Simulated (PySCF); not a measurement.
**UMP2/STO-3G run of GeH2SCl (SMILES [SH][GeH][Cl])**

Aim: the vertical ionisation energy of GeH2SCl at UMP2/STO-3G, from 2 runs. 

Program for the calculation: PySCF 2.14.0.

### 1 The structure to begin with

GeH2SCl: 5 atoms, total charge 0, spin state doublet. SMILES: `[SH][GeH][Cl]`. The coordinates come from a PBE0-D4/def2-TZVP relaxation. This is one conformer, not always the lowest.

Bond lengths: S1–Ge2 2.217 Å, Ge2–Cl3 2.167 Å, S1–H4 1.344 Å, Ge2–H5 1.553 Å. Angles: S1–Ge2–Cl3 110.3°, S1–Ge2–H5 105.8°, Cl3–Ge2–H5 107.3°, Ge2–S1–H4 93.9°.

### 2 A single-point energy at UMP2/STO-3G

File input.py:

```python
from pyscf import gto, mp

system = gto.Mole()
system.atom = '''
S   -1.509900   0.445000   0.252900
Ge   0.454500  -0.577100   0.354000
Cl   1.716800   0.052900  -1.291100
H   -1.733000   0.086400  -1.022600
H    1.121500  -0.080700   1.665200
'''
system.charge = 0
system.verbose = 4
system.spin = 1
system.max_memory = 1860
system.basis = 'sto-3g'
system.build()

hf = system.UHF()
hf.conv_tol = 1e-10
hf.kernel()
if not hf.converged:
    hf = hf.newton().run(hf.mo_coeff, hf.mo_occ)

pt = mp.MP2(hf, frozen=19).run()
etot = pt.e_tot
print('Final energy', etot)
```

The run is started by

```console
$ OMP_NUM_THREADS=1 python input.py
```

Standard output:

```text
PySCF version 2.14.0

[... 93 lines left out ...]
converged SCF energy = -2900.71748025148  <S^2> = 0.75410966  2S+1 = 2.0041055
[... 1 line left out ...]
******** <class 'pyscf.mp.ump2.UMP2'> ********
nocc = (np.int64(15), np.int64(14)), nmo = (19, 19)
frozen orbitals 19
E(UMP2) = -2900.77136136483  E_corr = -0.0538811133503018
E(SCS-UMP2) = -2900.77769818261  E_corr = -0.0602179311297738
E_corr(same-spin) = -0.0051223902583711
E_corr(oppo-spin) = -0.0487587230919307
Final energy -2900.771361364831
```

It took 0.9 s on 1 thread of Arm Neoverse V1, shared host; peak memory 0.12 GiB.

### 3 The singlet cation at the same level

File input.py:

```python
from pyscf import gto, mp

mol = gto.M(
    atom=[
    ('S', (-1.509900, 0.445000, 0.252900)),
    ('Ge', (0.454500, -0.577100, 0.354000)),
    ('Cl', (1.716800, 0.052900, -1.291100)),
    ('H', (-1.733000, 0.086400, -1.022600)),
    ('H', (1.121500, -0.080700, 1.665200)),
],
    max_memory=1860,
    spin=0,
    verbose=4,
    basis='sto-3g',
    charge=1,
)

calc0 = mol.RHF()
calc0.conv_tol = 1e-10
calc0.kernel()
if not calc0.converged:
    calc0 = calc0.newton().run(calc0.mo_coeff, calc0.mo_occ)

pt = mp.MP2(calc0, frozen=19).run()
e_tot = pt.e_tot
print('Final energy', e_tot)
```

The run is started by

```console
$ OMP_NUM_THREADS=1 python input.py
```

Standard output:

```text
PySCF version 2.14.0

[... 63 lines left out ...]
converged SCF energy = -2900.48351112593
[... 1 line left out ...]
******** <class 'pyscf.mp.mp2.RMP2'> ********
nocc = 14, nmo = 19
frozen orbitals 19
E(RMP2) = -2900.56695532238  E_corr = -0.083444196454622
E(SCS-RMP2) = -2900.57360681122  E_corr = -0.0900956852922443
E_corr(same-spin) = -0.0115815582153487
E_corr(oppo-spin) = -0.0718626382392734
Final energy -2900.566955322384
```

Wall time 0.86 s (1 thread of Arm Neoverse V1, shared host); peak memory 0.12 GiB.

### 4 What came out

At UMP2/STO-3G, 19 core orbitals frozen:

| quantity | value |
| --- | --- |
| doublet GeH2SCl: total energy | -2900.77136 Eh |
| doublet GeH2SCl: dipole moment (Hartree–Fock density) | 2.70 D |
| doublet GeH2SCl: HOMO energy (Hartree–Fock orbitals) (highest over α and β) | -6.74 eV |
| doublet GeH2SCl: LUMO energy (Hartree–Fock orbitals) (lowest over α and β) | 3.56 eV |
| doublet GeH2SCl: correlation energy (19 core orbitals frozen) | -53.9 mEh |
| doublet GeH2SCl: ⟨S²⟩ of the reference determinant | 0.754 |
| singlet cation: total energy | -2900.56696 Eh |
| singlet cation: HOMO energy (Hartree–Fock orbitals) | -14.98 eV |
| singlet cation: LUMO energy (Hartree–Fock orbitals) | -5.71 eV |
| singlet cation: HOMO–LUMO gap (Hartree–Fock orbitals) | 9.26 eV |
| singlet cation: correlation energy (19 core orbitals frozen) | -83.4 mEh |
| vertical ionisation energy (to the singlet cation) | 5.562 eV |

In words: Removing an electron at fixed nuclei costs 5.56 eV (128 kcal/mol). Only the singlet of the ionised species was computed; a triplet could lie lower. In a minimal basis such a difference can be off by several eV, whatever the method. Mulliken charges (doublet GeH2SCl) of the mean-field density run from -0.39 on Cl3 to +0.53 on Ge2. Mulliken charges (singlet cation) of the mean-field density run from -0.16 on Cl3 to +0.85 on Ge2.
